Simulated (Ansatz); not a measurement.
**CH4BClS: rotation by 120° about the C1–B2 bond**

Method: RKS BLYP/def2-SVP, in Ansatz 0.2.0.

### Step 1. Starting point

Bond lengths: C1–B2 1.554 Å, B2–S3 1.856 Å, B2–Cl4 1.785 Å, C1–H5 1.063 Å, C1–H6 1.147 Å, C1–H7 1.140 Å, S3–H8 1.370 Å. Angles: C1–B2–S3 118.8°, C1–B2–Cl4 122.4°, S3–B2–Cl4 118.8°, B2–C1–H5 114.7°, B2–C1–H6 110.9°, B2–C1–H7 109.6°, H5–C1–H6 109.1°, H5–C1–H7 108.1°, H6–C1–H7 103.9°, B2–S3–H8 93.9°.

Structure file:

```xyz
8

C     0.0544    0.9935   -0.0416
B    -0.1126   -0.5119   -0.3880
S     1.0739   -1.7349    0.3478
Cl   -1.3698   -1.1004   -1.5101
H     0.8611    1.2106    0.6154
H     0.1656    1.6233   -0.9936
H    -0.9046    1.3841    0.4344
H     0.3242   -1.9213    1.4798
```

### Step 2. Relaxing end A

input.yaml

```yaml
crystal:
  periodic: [false, false, false]
  atoms:
    - { symbol: C, position_ang: [0.0544, 0.9935, -0.0416] }
    - { symbol: B, position_ang: [-0.1126, -0.5119, -0.388] }
    - { symbol: S, position_ang: [1.0739, -1.7349, 0.3478] }
    - { symbol: Cl, position_ang: [-1.3698, -1.1004, -1.5101] }
    - { symbol: H, position_ang: [0.8611, 1.2106, 0.6154] }
    - { symbol: H, position_ang: [0.1656, 1.6233, -0.9936] }
    - { symbol: H, position_ang: [-0.9046, 1.3841, 0.4344] }
    - { symbol: H, position_ang: [0.3242, -1.9213, 1.4798] }
basis:
  gaussian: { orbitals: def2-SVP }
hamiltonian:
  xc: blyp
relax:
  f_tol: 0.015
  max_steps: 40
```

Started as:

```
ansatz run input.yaml --threads 1 --pin off --max-ram 2048MiB --backend cpu --events-out ev --progress --plain --runs-dir out
```

**Question.** How long does this run take on 1 thread of AMD EPYC 9R45 (Zen 5), shared host, and how much memory does it need?

About 16 s, with a peak of 0.16 GiB.
